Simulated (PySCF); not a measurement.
# CoF₂⁺: structure of the triplet

The task is one start of a wider search on CoF₂⁺: the triplet, from a bent start. It is relaxed, tested by its Hessian and followed downhill if it is a saddle.

Program: PySCF 2.14.0. Level of theory: PBE0, basis Co def2-TZVP, F def2-TZVP, no relativity, density fitting. These are calculated values, not measurements.

### Step 1. The starting structure

3 atoms, charge 1, spin multiplicity 3.

Bond lengths: Co1–F2 1.715 Å, Co1–F3 1.715 Å. Angles: F2–Co1–F3 110.0°.

Z-matrix (Å, degrees; charge 1 multiplicity 3):
```
Co
F  1 1.7150
F  1 1.7150 2 110.00
```

### Step 2. Finding the electronic state

The steps below are one call of a driver around PySCF. For each, scf.py gives the equivalent set-up of the SCF; relaxations use the driver's own optimiser. After this first run the driver tries any further starts and a stability analysis.

Contents of scf.py:

```python
from pyscf import gto, scf, dft
mol = gto.M(atom='''
Co     0.000000     0.000000     0.000000
F      1.404800     0.000000     0.983700
F     -1.404800     0.000000     0.983700''',
    basis={'Co': 'def2-TZVP', 'F': 'def2-TZVP'},
    charge=1, spin=2)
mf = dft.UKS(mol, xc='PBE0')
mf.grids.atom_grid = (50, 194)
aux = {'Co': 'def2-universal-JKFIT', 'F': 'def2-universal-JKFIT'}
mf = mf.density_fit(auxbasis=aux)
mf.conv_tol = 1e-08
mf.diis_space = 10
mf.max_cycle = 60
mf.init_guess = 'minao'
mf.verbose = 4
mf.kernel()
```

Launch:

```sh
$ OMP_NUM_THREADS=4 python axn.py task.json out
```

Log:

```text
init E= -1581.12560403113
[... the frontier-level lines of each cycle are left out ...]
cycle= 1 E= -1565.20693298914  delta_E= 15.9  |g|=  5.6  |ddm|= 4.48
cycle= 2 E= -1513.94520016847  delta_E= 51.3  |g|= 13.6  |ddm|= 10.9
cycle= 3 E= -1566.89567678709  delta_E=  -53  |g|= 8.17  |ddm|= 8.34
cycle= 4 E= -1569.49115910253  delta_E= -2.6  |g|= 7.02  |ddm|= 1.38
cycle= 5 E= -1572.72988856129  delta_E= -3.24  |g|= 6.13  |ddm|= 1.84
cycle= 6 E= -1579.68431283155  delta_E= -6.95  |g|= 3.07  |ddm|= 1.39
cycle= 7 E= -1579.56337765475  delta_E= 0.121  |g|= 3.03  |ddm|= 0.31
cycle= 8 E= -1579.82422265558  delta_E= -0.261  |g|= 2.85  |ddm|= 0.0945
cycle= 9 E= -1580.96319231036  delta_E= -1.14  |g|=  1.7  |ddm|= 0.424
cycle= 10 E= -1581.61573803738  delta_E= -0.653  |g|= 0.417  |ddm|= 0.427
cycle= 11 E= -1581.66611217609  delta_E= -0.0504  |g|= 0.347  |ddm|= 0.344
cycle= 12 E= -1581.69255830163  delta_E= -0.0264  |g|= 0.205  |ddm|= 0.101
cycle= 13 E= -1581.71372663593  delta_E= -0.0212  |g|= 0.0332  |ddm|= 0.177
cycle= 14 E= -1581.71812282935  delta_E= -0.0044  |g|= 0.0796  |ddm|= 0.142
cycle= 15 E= -1581.7204418971  delta_E= -0.00232  |g|= 0.0171  |ddm|= 0.0376
cycle= 16 E= -1581.7218621316  delta_E= -0.00142  |g|= 0.0487  |ddm|= 0.0818
cycle= 17 E= -1581.72288776654  delta_E= -0.00103  |g|= 0.0306  |ddm|= 0.0318
cycle= 18 E= -1581.72425567595  delta_E= -0.00137  |g|= 0.023  |ddm|= 0.085
cycle= 19 E= -1581.72464800014  delta_E= -0.000392  |g|= 0.0138  |ddm|= 0.0747
cycle= 20 E= -1581.7246987461  delta_E= -5.07e-05  |g|= 0.00716  |ddm|= 0.0222
cycle= 21 E= -1581.72472529227  delta_E= -2.65e-05  |g|= 0.000966  |ddm|= 0.0101
cycle= 22 E= -1581.72472799075  delta_E= -2.7e-06  |g|= 0.000345  |ddm|= 0.00414
cycle= 23 E= -1581.72472836735  delta_E= -3.77e-07  |g|= 0.000217  |ddm|= 0.00188
cycle= 24 E= -1581.72472839908  delta_E= -3.17e-08  |g|= 2.25e-05  |ddm|= 0.000526
cycle= 25 E= -1581.72472839988  delta_E= -7.99e-10  |g|= 7.27e-06  |ddm|= 5.65e-05
Extra cycle  E= -1581.72472839979  delta_E= 9.19e-11  |g|= 2.37e-05  |ddm|= 1.32e-05
converged SCF energy = -1581.72472839979  <S^2> = 2.2579782  2S+1 = 3.1673195
```

This step, with its further starts and checks, ran for 23 s (4 threads of Intel Xeon 6975P-C (Granite Rapids), shared host).

Energies from each starting density:

```csv
start,energy (Eh)
the minimal-basis guess,-1581.724728
a thermally smeared density,-1581.706062
a smeared PBE density,-1581.724614
```

Where DIIS stalls, the driver goes on with a level shift of 0.3 Eh and then with a second-order solver.

The first run landed in a state that is too high. Following the other starts and the instabilities gains 17.7 kJ/mol (-1581.73148 Eh), and the work goes on from there.

### Step 3. Relaxation: bent start, triplet

The program finds C2v symmetry in the start, which this walk keeps.

Edit scf.py of step 2 so:

```diff
@@ -3,3 +3,3 @@
-Co     0.000000     0.000000     0.000000
-F      1.404800     0.000000     0.983700
-F     -1.404800     0.000000     0.983700''',
+Co     0.000000     0.000000    -0.385613
+F      1.404800     0.000000     0.598087
+F     -1.404800     0.000000     0.598087''',
@@ -15 +14,0 @@
-mf.init_guess = 'minao'
```

The optimiser's trace:

```csv
step,energy (Eh),change (kJ/mol),largest symmetric gradient (Eh/bohr)
0,-1581.731479,0.00,0.02756
1,-1581.733723,-5.89,0.01192
2,-1581.734242,-7.25,0.00528
3,-1581.734571,-8.12,0.00443
4,-1581.735095,-9.49,0.02136
5,-1581.736378,-12.86,0.00758
6,-1581.736758,-13.86,0.00907
7,-1581.737484,-15.77,0.01556
8,-1581.738174,-17.58,0.01017
9,-1581.740021,-22.43,0.00426
10,-1581.740104,-22.65,0.01416
11,-1581.740837,-24.57,0.00181
12,-1581.740966,-24.91,0.00098
13,-1581.741009,-25.02,0.00074
14,-1581.741011,-25.03,0.00010
```

The walk took 27 s.

Geometry (Å) and forces (eV/Å) at some steps:

```
step 0
Co   0.000   0.000  -0.386   0.001  -0.002   1.417
F    1.405   0.000   0.598  -0.812   0.001  -0.709
F   -1.405   0.000   0.598   0.811   0.001  -0.709
step 1
Co   0.000   0.000  -0.356   0.000   0.000   0.613
F    1.391   0.000   0.583  -0.235   0.000  -0.306
F   -1.391   0.000   0.583   0.235   0.000  -0.306
step 7
Co   0.000   0.000  -0.003   0.000  -0.008   0.666
F    1.665   0.000   0.407  -0.800   0.004  -0.333
F   -1.665   0.000   0.407   0.800   0.004  -0.333
step 14
Co   0.000   0.000   0.270   0.000   0.000   0.001
F    1.680   0.000   0.271   0.005   0.000  -0.001
F   -1.680   0.000   0.271  -0.005   0.000  -0.001
```

It settles in D∞h symmetry, 25.0 kJ/mol below the start, after 14 steps: Co–F 1.680 Å (×2); F–Co–F 179.9°.

### Step 4. Frequencies

On the finer grid the gradient is checked again; gradients at displacements of ±0.02 bohr then give force constants and infrared intensities.

Edit scf.py of step 3 so:

```diff
@@ -3,3 +3,3 @@
-Co     0.000000     0.000000    -0.385613
-F      1.404800     0.000000     0.598087
-F     -1.404800     0.000000     0.598087''',
+Co     0.000000     0.000000     0.000000
+F      1.680170    -0.000000     0.000000
+F     -1.680170    -0.000000     0.000000''',
@@ -9 +9 @@
-mf.grids.atom_grid = (50, 194)
+mf.grids.atom_grid = (75, 302)
@@ -12 +12 @@
-mf.conv_tol = 1e-08
+mf.conv_tol = 1e-10
```

The driver hands on the density of the step before, so the log starts near convergence.

SCF at the final geometry:

```text
init E= -1581.74088054545
[... the frontier-level lines of each cycle are left out ...]
cycle= 1 E= -1581.74088054541  delta_E= 3.46e-11  |g|= 1.6e-05  |ddm|= 8.62e-06
cycle= 2 E= -1581.74088054462  delta_E= 7.89e-10  |g|= 5.93e-05  |ddm|= 2.59e-05
cycle= 3 E= -1581.74088054548  delta_E= -8.54e-10  |g|= 1.42e-06  |ddm|= 2.01e-05
cycle= 4 E= -1581.7408805455  delta_E= -2.41e-11  |g|= 1.44e-06  |ddm|= 8.99e-06
Extra cycle  E= -1581.74088054551  delta_E= -1e-11  |g|= 2.02e-06  |ddm|= 4.86e-06
converged SCF energy = -1581.74088054551  <S^2> = 3.0103437  2S+1 = 3.6112843
```

The whole step took 20 s.

Geometry: D∞h; Co–F 1.680 Å (×2); F–Co–F 180.0°.

Modes, for the most abundant isotopes:

```json
{"ω (cm⁻¹)": "95", "IR (km/mol)": "36.5"}
{"ω (cm⁻¹)": "95", "IR (km/mol)": "35.7"}
{"ω (cm⁻¹)": "617", "IR (km/mol)": "0.0"}
{"ω (cm⁻¹)": "781", "IR (km/mol)": "0.1"}
```

All wavenumbers are real: a minimum.

The SCF density has lower symmetry than the nuclear frame, so the modes carry no labels; pairs that should be degenerate can split.

Constants and moments:

```
Dipole moment about the centre of mass                          : 0.00 D
Highest occupied level                                          : -18.61 eV
Lowest empty level                                              : -14.96 eV
Rotational constants                                            : 0.1572 cm⁻¹
Zero-point energy                                               : 9.5 kJ/mol
Principal polarisabilities                                      : 10.8, 10.8, 61.5 bohr³
Principal traceless quadrupole moments about the centre of mass : -4.75, 2.14, 2.61 D Å
Entropy at 298.15 K and 1 bar (electronic part: spin only)      : 269.8 J/(mol K)
Heat capacity Cp at 298.15 K                                    : 52.5 J/(mol K)
Enthalpy at 298.15 K above 0 K                                  : 13.20 kJ/mol
Rotational symmetry number                                      : 2
Spin squared ⟨S²⟩                                               : 3.010
```

Populations by atom (charges in e):

```
atom  Mulliken  Löwdin  polar tensor  spin (Mulliken)  Mayer order to Co1
 Co1      1.42    1.08          1.24             2.30                   –
F2,3     -0.21   -0.04         -0.12            -0.15                1.04
```

Outer orbital energies (eV). α occupied: -22.62, -21.35, -21.08, -20.46, -20.15, -19.02, -18.95, -18.61; empty: -14.96, -8.02, -5.56, -5.42. β occupied: -22.47, -22.33, -20.74, -20.46, -20.26, -19.97, -19.53, -18.75; empty: -13.13, -13.02, -12.84, -6.84.

Mulliken populations on Co1: s 6.33, p 12.20, d 7.04, f 0.00.

### Step 5. What came out

```
                                          quantity                             value
                                           minimum     broken-symmetry (Ms = 1), D∞h
                                          geometry  Co–F 1.680 Å (×2); F–Co–F 180.0°
                                wavenumbers (cm⁻¹)                  95, 95, 617, 781
                    dipole moment (centre of mass)                            0.00 D
highest occupied, lowest empty level (either spin)                 -18.61, -14.96 eV
                        polar-tensor charge of Co1                           +1.24 e
                                 zero-point energy                        9.5 kJ/mol
                               entropy at 298.15 K                   269.8 J/(mol K)
                                              ⟨S²⟩                             3.010
```

The bent start (C2v) ends in a minimum of D∞h symmetry. The determinant is spin-contaminated (⟨S²⟩ = 3.01 against 2.00), so it is no pure spin state. The strongest infrared band lies at 95 cm⁻¹ (bend). The first SCF alone would have been 18 kJ/mol too high. Other starts or spin states, not run here, may lie lower. The SCF density has lower symmetry than the nuclear frame. Open d and f shells are described by one determinant, and the ground state may have another occupation or spin.

The search up to here took 70 s.
